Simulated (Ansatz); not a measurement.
# Ga (sc type): the cost of one run

Computed with Ansatz 0.2.0 (DFT PBEsol, with the methods named in each step, unless a step's input says otherwise).

## 1. The system as given

The structure is cubic, space group Pm-3m (No. 221). Conventional cell: a = 2.661 Å, b = 2.661 Å, c = 2.661 Å, α = 90.00°, β = 90.00°, γ = 90.00°. Ga (site symmetry m-3m) is surrounded by 6 Ga at 2.66 Å.

Structure file:

```
CELL_PARAMETERS angstrom
2.66057 0.00000 0.00000
0.00000 2.66057 0.00000
0.00000 0.00000 2.66057
ATOMIC_POSITIONS crystal
Ga 0.00000 0.00000 0.00000
```

Whether this phase is the stable one at these pressures isn't tested.

## 2. The reference volume, LAPW

input.yaml reads:

```yaml
crystal:
  lattice:
    - [2.6605680771, 0.0, 0.0]
    - [0.0, 2.6605680771, 0.0]
    - [0.0, 0.0, 2.6605680771]
  atoms:
    - { symbol: Ga, position: [0.0, 0.0, 0.0] }
kpoints:
  mp_grid: { grid: [15, 15, 15] }
  band_path:
    path:
      - [0.0, 0.0, 0.0]
      - [0.0, 0.5, 0.0]
      - [0.5, 0.5, 0.0]
      - [0.0, 0.0, 0.0]
      - [0.5, 0.5, 0.5]
      - [0.0, 0.5, 0.0]
      - [0.5, 0.5, 0.5]
      - [0.5, 0.5, 0.0]
    npoints: 14
scf:
  occupations: { method: fermi_dirac, width: 0.1 }
hamiltonian:
  xc: pbesol
  pseudopotentials: { kind: all_electron, lapw: { basis_error: 0.001 } }
output:
  forces: true
  stress: true
  eigenvalues: true
  populations: true
  dos: { projected: true, de: 0.2, e_range: [-14, 8] }
```

Command:

```
$ ansatz run input.yaml --threads 1 --pin off --max-ram 2048MiB --backend cpu --events-out ev --progress --plain --runs-dir out
```

Q: Estimate wall time and peak memory on 1 thread of Arm Neoverse V1, shared host.

About 12 s, with a peak of 0.29 GiB.
